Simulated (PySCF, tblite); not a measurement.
# C₄H₅N₄ radical: geometry, infrared bands and EPR parameters

What infrared bands and EPR parameters should C₄H₅N₄ radical (`[CH2]/N=C\c1nnc[nH]1`) show?

Programs: tblite 0.8.0 and PySCF 2.14.0, with density-fitted response routines of our own. Each step states its level of theory. These are calculated values for one molecule in the gas phase, unless marked as measured. Atoms count from 0, in the outputs and in this text.

## 1. Starting geometry

13 atoms, charge 0, multiplicity 2; geometry from: force field or distance geometry start.

Bonds of the start (Å): C0–N1 1.47, N1–C2 1.27, C2–C3 1.46, C3–N4 1.33, N4–N5 1.31, N5–C6 1.34, C6–N7 1.36, N7–C3 1.35, C0–H8 1.12, C0–H9 1.09, C2–H10 1.08, C6–H11 1.09, N7–H12 1.03.

## 2. Geometry optimisation with GFN2-xTB

The job: settings as JSON, then the geometry in Å.

```
{"job": {"kind": "relax", "xc": "GFN2-xTB", "basis": "xTB"}, "charge": 0, "multiplicity": 2}
C      1.930900    -0.554600     0.590300
N      1.974500     0.746000    -0.098500
C      0.877300     1.147200    -0.605700
C     -0.344100     0.352500    -0.511700
N     -0.807100    -0.451200    -1.470200
N     -1.909200    -1.004400    -1.016600
C     -2.121100    -0.557000     0.228200
N     -1.133800     0.306600     0.586000
H      1.963100    -1.389000    -0.161700
H      2.788000    -0.605600     1.257100
H      0.808500     2.092000    -1.133000
H     -2.974500    -0.878700     0.827600
H     -1.056700     0.796800     1.490500
```

Command:

```console
$ OMP_NUM_THREADS=1 python probes_run.py task.json out
```

One launch serves the whole session: the jobs run in the order shown.

The log of the run:

```text
step      E/eV     max force
  0    -616.81352    4.140
  1    -617.29204    2.693
  2    -617.48361    2.645
  3    -617.60041    0.965
  4    -617.72427    1.150
  5    -617.77217    0.886
  6    -617.78794    0.289
  7    -617.80146    0.405
  8    -617.81082    0.467
  9    -617.82566    0.367
 10    -617.83572    0.233
 11    -617.84401    0.225
 12    -617.84903    0.206
 13    -617.85348    0.208
 14    -617.85732    0.177
 15    -617.86011    0.138
 16    -617.86233    0.118
 17    -617.86468    0.161
 18    -617.86732    0.165
 19    -617.86988    0.168
 20    -617.87208    0.167
 21    -617.87453    0.153
 22    -617.87842    0.226
 23    -617.88438    0.262
 24    -617.89134    0.268
 25    -617.89722    0.242
 26    -617.90253    0.202
 27    -617.90731    0.239
 28    -617.91331    0.257
 29    -617.91841    0.303
 30    -617.92491    0.314
 31    -617.93053    0.204
 32    -617.94036    0.320
 33    -617.94832    0.408
 34    -617.95964    0.568
 35    -617.98027    0.538
 36    -618.00589    0.570
 37    -618.02559    0.659
 38    -618.04501    0.974
 39    -618.07398    0.457
 40    -618.09776    0.374
 41    -618.10912    0.326
 42    -618.12890    0.434
 43    -618.14987    0.445
 44    -618.16715    0.304
 45    -618.14735    0.966
 46    -618.18350    0.286
 47    -618.18830    0.242
 48    -618.19990    0.184
 49    -618.20698    0.251
 50    -618.21660    0.270
 51    -618.22434    0.287
 52    -618.23188    0.206
 53    -618.23600    0.212
 54    -618.23977    0.150
 55    -618.24171    0.119
 56    -618.24312    0.097
 57    -618.24377    0.112
 58    -618.24520    0.082
 59    -618.24591    0.071
 60    -618.24641    0.064
 61    -618.24678    0.070
 62    -618.24735    0.075
 63    -618.24789    0.049
 64    -618.24832    0.052
 65    -618.24860    0.040
 66    -618.24881    0.037
 67    -618.24902    0.037
 68    -618.24925    0.041
 69    -618.24951    0.049
 70    -618.24979    0.044
 71    -618.25004    0.033
 72    -618.25020    0.028
 73    -618.25028    0.026
 74    -618.25036    0.023
 75    -618.25044    0.022
 76    -618.25051    0.022
 77    -618.25056    0.019
 78    -618.25062    0.020
 79    -618.25069    0.021
 80    -618.25077    0.023
 81    -618.25084    0.020
 82    -618.25089    0.025
 83    -618.25094    0.026
 84    -618.25101    0.023
 85    -618.25108    0.023
 86    -618.25113    0.013
 87    -618.25114    0.009
```

Wall time 0.45 s (1 thread of Arm Neoverse V1, shared host).

Along the way: (not every step is listed)

```tsv
step	energy from step 0 (eV)	largest force (eV/Å)
0	0.0000	4.1397
1	-0.4785	2.6928
2	-0.6701	2.6448
3	-0.7869	0.9655
4	-0.9108	1.1497
5	-0.9586	0.8861
6	-0.9744	0.2894
7	-0.9879	0.4048
8	-0.9973	0.4667
15	-1.0466	0.1381
22	-1.0649	0.2260
29	-1.1049	0.3033
36	-1.1924	0.5700
43	-1.3363	0.4454
50	-1.4031	0.2699
57	-1.4303	0.1118
64	-1.4348	0.0523
71	-1.4365	0.0325
78	-1.4371	0.0202
82	-1.4374	0.0247
83	-1.4374	0.0255
84	-1.4375	0.0228
85	-1.4376	0.0232
86	-1.4376	0.0135
87	-1.4376	0.0093
```

Close pairs (by a distance rule), those that changed most:

```tsv
bond	before (Å)	after (Å)	change (Å)
C0–N1	1.472	1.275	-0.197
C2–C3	1.460	1.410	-0.050
N1–C2	1.274	1.314	+0.040
N5–C6	1.340	1.302	-0.037
C0–H8	1.124	1.089	-0.034
C3–N7	1.353	1.382	+0.029
N7–H12	1.032	1.006	-0.025
C6–H11	1.091	1.070	-0.021
```

The end geometry stands in the next job.

## 3. Harmonic vibrations with GFN2-xTB

The job: settings as JSON, then the geometry in Å.

```
{"job": {"kind": "ir", "xc": "GFN2-xTB", "basis": "xTB"}, "charge": 0, "multiplicity": 2}
C      2.204817    -0.194591     0.821643
N      1.895259     0.677560    -0.055957
C      0.894760     0.771983    -0.901939
C     -0.428832     0.335543    -0.686380
N     -1.432808     0.496259    -1.538109
N     -2.530150    -0.018143    -0.996876
C     -2.230732    -0.487282     0.180678
N     -0.908804    -0.303895     0.440592
H      1.800389    -1.205715     0.849699
H      2.981507     0.052993     1.526930
H      1.070148     1.349435    -1.796832
H     -2.915249    -0.962195     0.852439
H     -0.404694    -0.511466     1.286385
```

The log of the run:

```text
mode    cm-1     km/mol
  1      91.1     10.01
  2     141.0      2.10
  3     203.0      4.36
  4     278.9     31.00
  5     402.9     11.68
  6     494.6     15.89
  7     571.9     48.31
  8     593.6     44.37
  9     628.1      0.44
 10     678.3      5.13
 11     766.6      8.85
 12     769.0     28.91
 13     795.3      2.18
 14     839.6     33.44
 15     925.9      3.00
 16     982.4      1.84
 17    1050.9     13.59
 18    1090.4     14.40
 19    1129.2     21.12
 20    1149.3     51.97
 21    1187.8     36.86
 22    1284.7      2.09
 23    1319.1     49.17
 24    1333.0     51.32
 25    1418.9      5.89
 26    1447.4     42.17
 27    1475.3      7.22
 28    1616.9     71.29
 29    2931.7     45.55
 30    3089.9      1.64
 31    3093.1      5.69
 32    3184.5      7.62
 33    3463.9      3.91
```

Run time: 0.33 s. Hardware: 1 thread of Arm Neoverse V1, shared host.

The strongest bands and the atoms that carry them (share of the mass-weighted mode):

```tsv
cm⁻¹	km/mol	atoms
572	48.3	H12 33 %, N7 21 %, H9 12 %
594	44.4	H12 38 %, H9 21 %, N1 10 %
1149	52.0	H10 42 %, C2 15 %, C0 10 %
1319	49.2	H10 21 %, C2 18 %, C3 16 %, N7 14 %
1333	51.3	C3 42 %, N4 20 %
1447	42.2	C6 43 %, N5 29 %
1617	71.3	N1 55 %, C0 36 %
2932	45.5	H8 93 %
```

## 4. EPR parameters: B3LYP/pcH-1

Settings changed since step 3:

```diff
@@ -1,2 +1,2 @@
-{"job": {"kind": "ir", "xc": "GFN2-xTB", "basis": "xTB"}, "charge": 0, "multiplicity": 2}
+{"job": {"kind": "epr", "basis": "pcH-1"}, "charge": 0, "multiplicity": 2}
 C      2.204817    -0.194591     0.821643
```

With the program's defaults for keys left out, this is: UKS B3LYP, pcH-1 on C H N, non-relativistic, mean-field spin-orbit, GIAO.

The log of the run:

```text
UKS, coarse grid
  cycle   1  E = -374.31381764  |g| = 3.22e-01
  cycle   2  E = -374.21872087  |g| = 5.69e-01
  cycle   3  E = -374.36612531  |g| = 9.20e-02
  cycle   4  E = -374.36900232  |g| = 3.95e-02
  cycle   5  E = -374.36958557  |g| = 1.90e-02
  cycle   6  E = -374.36976905  |g| = 6.95e-03
  cycle   7  E = -374.36980340  |g| = 3.10e-03
  cycle   8  E = -374.36981701  |g| = 2.09e-03
  cycle   9  E = -374.36982055  |g| = 7.41e-04
UKS, final grid
  cycle   1  E = -374.36983059  |g| = 1.21e-03
  cycle   2  E = -374.36982876  |g| = 2.27e-03
  cycle   3  E = -374.36983139  |g| = 1.75e-04
  cycle   4  E = -374.36983141  |g| = 7.35e-05
  cycle   5  E = -374.36983142  |g| = 6.72e-05
  cycle   6  E = -374.36983143  |g| = 1.82e-05
E = -374.36983143 Eh   <S^2> = 0.7680 (exact 0.7500)
g shifts (ppm)      1          2          3
  rmc          -173       -173       -173
  gc             60        -24         -6
  oz_so          34        429        861
  total         -78        232        682
hyperfine (MHz)  atom isotope    a_iso     a_fc   dipolar eigenvalues
    0   13C      52.19      52.19    -33.25    -31.40     64.65
    1   14N      12.15      12.15    -16.83     -1.22     18.04
    2   13C      46.73      46.73    -41.42    -40.26     81.68
    3   13C     -22.82     -22.82    -14.79      5.25      9.54
    4   14N       7.27       7.27     -8.49     -8.03     16.52
    5   14N      -1.48      -1.48     -0.91      0.22      0.68
    6   13C       9.31       9.31     -8.87     -8.24     17.11
    7   14N       4.37       4.37     -2.35     -2.16      4.51
    8    1H     -16.52     -16.52    -13.65     -1.46     15.11
    9    1H     -18.09     -18.09    -15.57     -3.06     18.63
   10    1H     -19.46     -19.46    -17.93     -3.90     21.83
   11    1H      -8.13      -8.13     -4.48     -0.91      5.39
   12    1H      -4.22      -4.22     -4.52      0.17      4.34
```

Wall time 61 s (1 thread of Arm Neoverse V1, shared host); peak memory 1 GiB.

Principal g values 2.00224, 2.00255, 2.00300; g(iso) = 2.00260, against 2.00232 for a free electron.

Mean a(iso) over the nuclei that a row names, and the largest dipolar term of the row (other rows stand at the frozen geometry):

```tsv
nuclei	isotope	a(iso) (MHz)	a(iso) (G, at g = 2.0023)	largest dipolar term (MHz)
C0	13C	52.2	18.6	64.6
C2	13C	46.7	16.7	81.7
C3	13C	-22.8	-8.1	-14.8
H10	1H	-19.5	-6.9	21.8
H8, H9	1H	-17.3	-6.2	18.6
N1	14N	12.1	4.3	18.0
C6	13C	9.3	3.3	17.1
H11	1H	-8.1	-2.9	5.4
N4	14N	7.3	2.6	16.5
N7	14N	4.4	1.6	4.5
H12	1H	-4.2	-1.5	-4.5
N5	14N	-1.5	-0.5	-0.9
```

Mulliken spin populations:

C0 0.41; N1 -0.02; C2 0.49; C3 -0.11; N4 0.17; N5 -0.02; C6 0.10; N7 0.04; H8 -0.01; H9 -0.02; H10 -0.02; H11 -0.01; H12 0.00

In first order the couplings over 0.8 MHz of 1H, 14N give 1853 distinct lines over 41.7 G, if the averaged nuclei exchange fast; the same motion can average rows kept apart here too.

The fields below are evaluated on a grid from the run's orbitals.

ELF in a plane through or near 12 of the atoms.

Values, 10 rows by 14 columns:
```
0.00 0.00 0.00 0.00 0.00 0.00 0.00 0.00 0.00 0.00 0.00 0.00 0.00 0.00
0.00 0.00 0.00 0.00 0.00 0.00 0.00 0.00 0.00 0.00 0.00 0.00 0.00 0.00
0.00 0.00 0.00 0.00 0.00 0.01 0.00 0.01 0.00 0.02 0.36 0.04 0.00 0.00
0.00 0.00 0.55 0.71 0.21 0.28 0.13 0.94 0.29 0.34 1.00 0.97 0.01 0.00
0.00 0.02 0.94 0.99 0.29 0.59 0.04 0.72 0.18 0.20 0.55 0.07 0.00 0.00
0.00 0.00 0.02 0.16 0.79 0.70 0.28 0.48 0.53 0.37 0.48 0.85 0.25 0.00
0.00 0.00 0.00 0.63 0.84 0.65 0.20 0.73 0.83 0.39 0.57 0.86 0.25 0.00
0.00 0.00 0.00 0.02 0.02 0.92 1.00 0.11 0.66 0.94 0.15 0.01 0.00 0.00
0.00 0.00 0.00 0.00 0.00 0.71 0.90 0.04 0.05 0.28 0.01 0.00 0.00 0.00
0.00 0.00 0.00 0.00 0.00 0.00 0.00 0.00 0.00 0.00 0.00 0.00 0.00 0.00
```
The map spans 11.6 Å across and 9.9 Å up, centred on the molecule. Atoms in the plane (x, y in Å): C0 (-2.3, 0.6), N1 (-1.9, -0.6), C2 (-0.8, -1.3), C3 (0.5, -0.7), N4 (1.6, -1.4), N5 (2.7, -0.6), C6 (2.2, 0.6), N7 (0.8, 0.6), H9 (-3.2, 0.9), H10 (-0.9, -2.3), H11 (2.8, 1.5), H12 (0.2, 1.4).

log10 of the density (e/Å³) in the same plane.

Values, 10 rows by 14 columns:
```
-4.0 -4.0 -4.0 -4.0 -4.0 -4.0 -4.0 -4.0 -4.0 -4.0 -4.0 -4.0 -4.0 -4.0
-4.0 -4.0 -4.0 -4.0 -4.0 -4.0 -4.0 -4.0 -4.0 -4.0 -4.0 -4.0 -4.0 -4.0
-4.0 -4.0 -3.7 -3.1 -2.8 -2.8 -3.0 -2.7 -2.8 -2.6 -2.3 -2.8 -3.9 -4.0
-4.0 -3.4 -2.0 -1.2 -1.2 -1.4 -1.5 -0.7 -1.0 -0.9 -0.2 -1.3 -3.0 -4.0
-4.0 -2.9 -1.3  0.1  0.7 -0.4 -1.2  0.0  1.1  0.6  0.1 -1.3 -2.7 -4.0
-4.0 -3.4 -2.1 -0.9  0.4  0.3 -0.4  0.1  0.1 -0.1  0.5 -0.6 -2.0 -4.0
-4.0 -4.0 -2.8 -1.3 -0.2  0.1  0.8  0.0  0.3  0.5 -0.2 -0.9 -2.3 -4.0
-4.0 -4.0 -4.0 -2.6 -1.8 -0.5  0.1 -1.1 -0.8 -0.5 -1.4 -2.4 -3.7 -4.0
-4.0 -4.0 -4.0 -4.0 -3.0 -1.8 -1.6 -2.2 -2.3 -2.2 -2.9 -4.0 -4.0 -4.0
-4.0 -4.0 -4.0 -4.0 -4.0 -3.7 -3.5 -3.9 -4.0 -4.0 -4.0 -4.0 -4.0 -4.0
```
The map spans 11.6 Å across and 9.9 Å up, centred on the molecule. Atoms in the plane (x, y in Å): C0 (-2.3, 0.6), N1 (-1.9, -0.6), C2 (-0.8, -1.3), C3 (0.5, -0.7), N4 (1.6, -1.4), N5 (2.7, -0.6), C6 (2.2, 0.6), N7 (0.8, 0.6), H9 (-3.2, 0.9), H10 (-0.9, -2.3), H11 (2.8, 1.5), H12 (0.2, 1.4).

On the surface of density 0.002 e/bohr³ the electrostatic potential runs, from the 1st to the 99th percentile, from -2.07 V near N5 to 2.70 V near H12.

The spin density lies nearest to C2 27 %; C0 21 %; N1, N4 about 12 % each (both signs).

## 5. What came out

```
                                                                  quantity                 value
                                 strongest single infrared mode (GFN2-xTB)  1617 cm⁻¹, 71 km/mol
                                              zero-point energy (GFN2-xTB)         57.8 kcal/mol
                                                            g(iso) (B3LYP)               2.00260
                                                                      ⟨S²⟩    0.768 (exact 0.75)
                                        largest a(iso) (averaged by class)   13C on C0, 52.2 MHz
potential on the surface of density 0.002 e/bohr³, 1st and 99th percentile    -2.07 V and 2.70 V
```

What this shows: The optimisation took 87 steps and gained 1.438 eV; among the close pairs (by a distance rule), C0–N1 changed most, from 1.472 to 1.275 Å. All 33 modes are real, so the xTB geometry is a minimum. The strongest single mode, at 1617 cm⁻¹, moves mainly N1 and C0. GFN2-xTB is a fitted tight-binding method: band positions and strengths are rough. Its intensities can rank the bands wrongly. The largest spin populations lie on C2 (0.49 e), C0 (0.41 e). The isotropic g lies 0.3 ppt above the free-electron value. The conformer search found further structures of the same energy, which may be mirror or relabelled copies of this one.
